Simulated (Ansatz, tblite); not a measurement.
# The cluster Al₃Ga₂+: a ladder of methods and basis sets

One table from this session's results is given with a row withheld; the runs are named, their logs left out.

Program: Ansatz 0.2.0, Gaussian basis. Level of theory: as each input shows. These are calculated values, not measurements.

Plan: GFN1-xTB, GFN2-xTB, PBE-D4/def2-TZVP, r2SCAN-D4/def2-TZVP, HF/def2-TZVP, CAM-B3LYP-D4/def2-TZVP, revPBE-D4/def2-TZVP, PBE-D4/def2-SVP, PBE0-D4/def2-SVP, HF/STO-3G, CCSD(T)/def2-TZVPP, MP2/def2-TZVP.

4 further runs of the same task are left out: 4 set aside as unsound or not needed. Runs told in other sessions of the task aren't counted.

## The structure

The singlet was relaxed beforehand with r2SCAN-D4/def2-SVP. At that level it is the lowest of the isomers that a small search found.

5 atoms, charge 1, spin multiplicity 1.

Bond lengths: Al1–Al2 2.552 Å, Al1–Ga5 2.411 Å, Al2–Ga4 2.417 Å, Al2–Ga5 2.766 Å, Al3–Ga4 2.568 Å, Al3–Ga5 2.402 Å. Angles: Al2–Al1–Ga5 67.7°, Al1–Al2–Ga4 130.8°, Al1–Al2–Ga5 53.7°, Ga4–Al2–Ga5 77.1°, Ga4–Al3–Ga5 81.3°, Al2–Ga4–Al3 103.4°, Al1–Ga5–Al2 58.6°, Al1–Ga5–Al3 156.8°, Al2–Ga5–Al3 98.2°.

The ion is computed in the gas phase, without counter-ions or solvent.

PBE0-D4/def2-TZVP was run before; its log isn't repeated, and its numbers join the tables.

The first run:

Tight binding, by tblite at 300 K electronic temperature and without a spin-polarisation term:

```python
tblite.interface.Calculator('GFN1-xTB', numbers, positions, charge=1, uhf=0).singlepoint()
```

Tight binding, by tblite at 300 K electronic temperature and without a spin-polarisation term:

```python
tblite.interface.Calculator('GFN2-xTB', numbers, positions, charge=1, uhf=0).singlepoint()
```

start.molden holds the orbitals of an earlier run on this state, given as this run's starting guess.

The input, in.yaml:

```yaml
crystal:
  periodic: [false, false, false]
  atoms:
    - {symbol: Al, position_ang: [0.085187, 2.114076, -1.499979]}
    - {symbol: Al, position_ang: [-0.268053, -0.411033, -1.599647]}
    - {symbol: Al, position_ang: [0.209390, -0.708469, 2.273884]}
    - {symbol: Ga, position_ang: [-0.226452, -2.081254, 0.147463]}
    - {symbol: Ga, position_ang: [0.199938, 1.086680, 0.678288]}
basis:
  gaussian: {orbitals: def2-TZVP, initial_orbitals: start.molden}
total_charge: 1
hamiltonian: {xc: pbe, dispersion: d4}
scf: {omitted_lower_state_checks: [starts]}
output: {forces: true, orbitals: {seedname: orbitals}}
```

On the command line:

```
$ ansatz run in.yaml --threads 4 --pin off --events-out ev --progress --plain --max-ram 4787MiB
```

Among the steps run: PBE-D4/def2-TZVP; r2SCAN-D4/def2-TZVP; HF/def2-TZVP; CAM-B3LYP-D4/def2-TZVP; revPBE-D4/def2-TZVP; PBE-D4/def2-SVP; PBE0-D4/def2-SVP; HF/STO-3G; CCSD(T)/def2-TZVPP; MP2/def2-TZVP.

One table of the session follows, with a row left open; its other results are not shown here.

It belongs to the step «Levels side by side». 

```
                 level  HOMO (eV)  LUMO (eV)  gap (eV)
             HF/STO-3G      -6.62      -1.50      5.12
          HF/def2-TZVP     -10.32      -5.28      5.04
       PBE-D4/def2-SVP      -9.08      -8.51      0.57
      PBE-D4/def2-TZVP      -9.01      -8.42      0.59
   revPBE-D4/def2-TZVP      -8.96      -8.37      0.59
   r2SCAN-D4/def2-TZVP      -9.17      -8.46      0.71
      PBE0-D4/def2-SVP      -9.61      -7.97      1.65
     PBE0-D4/def2-TZVP      -9.55      -7.87      1.68
CAM-B3LYP-D4/def2-TZVP          ?          ?         ?
```

**Question.** Estimate the row for CAM-B3LYP-D4/def2-TZVP.

**Answer.** HOMO (eV): -10.25; LUMO (eV): -6.95; gap (eV): 3.30. In the column «HOMO (eV)» it lies between HF/def2-TZVP (-10.32) and PBE0-D4/def2-SVP (-9.61).
